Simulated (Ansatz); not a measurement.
# Os: response to strain

Os is deformed so: equal xy, yz and zx engineering shear strains of -2 %. What stress and forces result, by LAPW, PAW and all-electron datasets made for the crystal?

Method: DFT PBEsol, scalar-relativistic, in Ansatz 0.2.0.

### Step 1. The system as given

The structure is cubic, space group Fm-3m (No. 225). The conventional cell has a = 3.890 Å, b = 3.890 Å, c = 3.890 Å, α = 90.00°, β = 90.00°, γ = 90.00°. Around Os (site symmetry m-3m) lie 12 Os at 2.75 Å.

As a file:

```
Os
1.0
     0.00000    1.94500    1.94500
     1.94500    0.00000    1.94500
     1.94500    1.94500    0.00000
Os
1
Direct
  0.00000 0.00000 0.00000
```

### Step 2. The deformed structure

Space group Fm-3m before, R-3m after.

### Step 3. All-electron LAPW

The input, input.yaml:

```yaml
crystal:
  lattice:
    - [-0.0389, 1.92555, 1.92555]
    - [1.92555, -0.0389, 1.92555]
    - [1.92555, 1.92555, -0.0389]
  atoms:
    - { symbol: Os, position: [0.0, 0.0, 0.0] }
kpoints:
  mp_grid: { grid: [14, 14, 14] }
  band_path:
    path:
      - [0.0, 0.0, 0.0]
      - [0.5, 0.5, 0.5]
      - [0.2551801333, 0.5, 0.7448198667]
      - [-0.2551801333, 0.2551801333, 0.5]
      - [0.0, 0.0, 0.5]
      - [0.0, 0.0, 0.0]
      - [-0.3775900666, 0.0, 0.3775900666]
      - [0.0, 0.3775900666, 0.6224099334]
      - [0.0, 0.5, 0.5]
    npoints: 5
scf:
  occupations: { method: fermi_dirac, width: 0.05 }
hamiltonian:
  xc: pbesol
  pseudopotentials: { kind: all_electron, lapw: { basis_error: 0.0005 } }
output:
  forces: true
  stress: true
  eigenvalues: true
```

Started as:

```sh
ansatz run input.yaml --threads 1 --pin off --max-ram 3072MiB --backend cpu --events-out ev --progress --plain --runs-dir out
```

### Step 4. PAW with frozen cores

The input, input.yaml:

```yaml
crystal:
  lattice:
    - [-0.0389, 1.92555, 1.92555]
    - [1.92555, -0.0389, 1.92555]
    - [1.92555, 1.92555, -0.0389]
  atoms:
    - { symbol: Os, position: [0.0, 0.0, 0.0] }
kpoints:
  mp_grid: { grid: [14, 14, 14] }
scf:
  occupations: { method: fermi_dirac, width: 0.05 }
hamiltonian:
  xc: pbesol
  pseudopotentials: { kind: paw }
output:
  forces: true
  stress: true
  eigenvalues: true
  efg: { contact_densities: true }
```

### Step 5. Datasets made for this crystal

Changes to input.yaml since step 4:

```diff
@@ -13,3 +13,3 @@
   xc: pbesol
-  pseudopotentials: { kind: paw }
+  pseudopotentials: { kind: all_electron, datasets: crystal }
 output:
```

(Steps that only read results are left out.)

Q: Predict the outcome of this session. Wanted: pressure; largest shear or deviatoric stress.

The runs gave:

| quantity | value |
| --- | --- |
| pressure | LAPW -19.41, PAW -19.44, crystal datasets -19.41 GPa |
| largest shear or deviatoric stress (LAPW) | 5.01 GPa |

In words: The largest part of the stress beyond the pressure is 5.01 GPa in size. No run of the undeformed cell stands beside it, so the pressure holds what the given cell had before the change. PAW: stress within 0.03 GPa of LAPW. Crystal datasets: stress within 0.01 GPa of LAPW. Spin-orbit coupling is left out, though the cell holds Os; in elements this heavy it can shift bands and gaps by tenths of an eV.
